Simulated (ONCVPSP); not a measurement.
# Pseudopotential generation for zinc: ONCV, PBE

Aim: build the potential from the settings below, then test how well it stands in for the atom: other configurations, scattering, ghost states and the plane-wave cutoff that it needs.

Method: ONCVPSP 4.0.1, PBE, scalar-relativistic.

## Step 1: Settings

Typed settings, in words:

* element: zinc (Zn, Z = 30)
* type: optimised norm-conserving Vanderbilt (ONCV)
* frozen core: [Ar]
* valence charge: 12
* reference configuration: 3d10 4s1 (charge +1)
* partial waves: 4s: rc 2.15 bohr, ncon 4, nbas 8, qcut 3.5 1/bohr, 2 projectors, debl 1.7 Ha; p scattering state at 0.06 Ha: rc 2.15 bohr, ncon 4, nbas 8, qcut 3.7 1/bohr, 1 projector; 3d: rc 1.15 bohr, ncon 5, nbas 10, qcut 13.3 1/bohr, 2 projectors, debl 1.9 Ha
* local potential: polynomial inside 0.85 bohr (lpopt 5, dvloc0 3 Ha)
* core correction: Teter function, fcfact 3.75, rcfact 1.6

An earlier all-electron run gives the scale for the radii.

All-electron outer shells of the reference configuration (PBE, scalar-relativistic, ld1.x):

| shell | level (eV) | outermost node (bohr) | outermost maximum (bohr) |
| --- | --- | --- | --- |
| 3p | -93.08 | 0.25 | 0.59 |
| 3d | -19.76 | – | 0.57 |
| 4s | -14.00 | 0.84 | 1.99 |
| 4p | -7.78 | 0.91 | 2.55 |

## Step 2: Generating the potential

Zn.dat

```
# ATOM AND REFERENCE CONFIGURATION
# atsym  z   nc   nv     iexc    psfile
  Zn 30.00    5    2        4      upf
#
#   n    l    f
    1    0    2.00
    2    0    2.00
    2    1    6.00
    3    0    2.00
    3    1    6.00
    3    2   10.00
    4    0    1.00
#
# PSEUDOPOTENTIAL AND OPTIMIZATION
# lmax
    2
#
#   l,   rc,      ep,       ncon, nbas, qcut
    0    2.15    0.00    4    8    3.50
    1    2.15    0.06    4    8    3.70
    2    1.15    0.00    5   10   13.30
#
# LOCAL POTENTIAL
# lloc, lpopt,  rc(5),   dvloc0
    4    5    0.85    3.00
#
# VANDERBILT-KLEINMAN-BYLANDER PROJECTORs
# l, nproj, debl
    0    2    1.70
    1    1    1.10
    2    2    1.90
#
# MODEL CORE CHARGE
# icmod, fcfact, rcfact
    3    3.75    1.60
#
# LOG DERIVATIVE ANALYSIS
# epsh1, epsh2, depsh
   -2.00    5.00    0.02
#
# OUTPUT GRID
# rlmax, drl
    6.00    0.01
#
# TEST CONFIGURATIONS
# ncnf
    4
# nvcnf
#   n    l    f
    2
    3    2   10.00
    4    0    2.00
#
    2
    3    2   10.00
    4    0    0.00
#
    2
    3    2    9.00
    4    0    0.00
#
    2
    3    2    8.00
    4    0    0.00
#
```

Started as:

```sh
oncvpsp.x < Zn.dat > Zn.out
```

Q: Predict the outcome of this session. Wanted: cutoffs for 1 and 0.1 mHa per electron, occupied waves; bound ghosts; GHOST(+) flags; largest test error; largest phase difference near zero energy, channels read; rms error of d²Exc/dn², without and with the model core; projector energies reset by the program.

**Answer**, as computed:

| quantity | value |
| --- | --- |
| cutoffs for 1 and 0.1 mHa per electron, occupied waves | 77 Ha and 87 Ha |
| bound ghosts | s at -69.79 eV |
| GHOST(+) flags | p at 14 eV |
| largest test error (AE − PS) | -552 meV, for 3d8 4s0 |
| largest phase difference near zero energy, channels read | 0.026 rad |
| rms error of d²Exc/dn², without and with the model core | 8.40 and 1.06 mHa |
| projector energies reset by the program | p: 0.050 Ha |

It has a bound ghost (s), a state that the atom doesn't have, and that rules the file out. The worst unpolarised test, 3d8 4s0, is off by 552 meV on 120.8 eV; by total energies transferability rates as poor. That test lies far up in energy; among those under 40 eV, nearer to bonding, the largest error is 14 meV. The potential is very hard: the looser tolerance needs 77 Ha. At the looser tolerance the 3d wave is the slowest; 4s needs 6 Ha. Near zero energy the phases of the channels with partial waves agree within 0.026 rad. The pseudo curves have a pole with no partner nearby in the atom's: p at 0.50 Ha. At positive energy that is a spurious or a displaced resonance. The program also flags highly localised states, GHOST(+) (p). These are tests on the free atom; a crystal test is still owed.
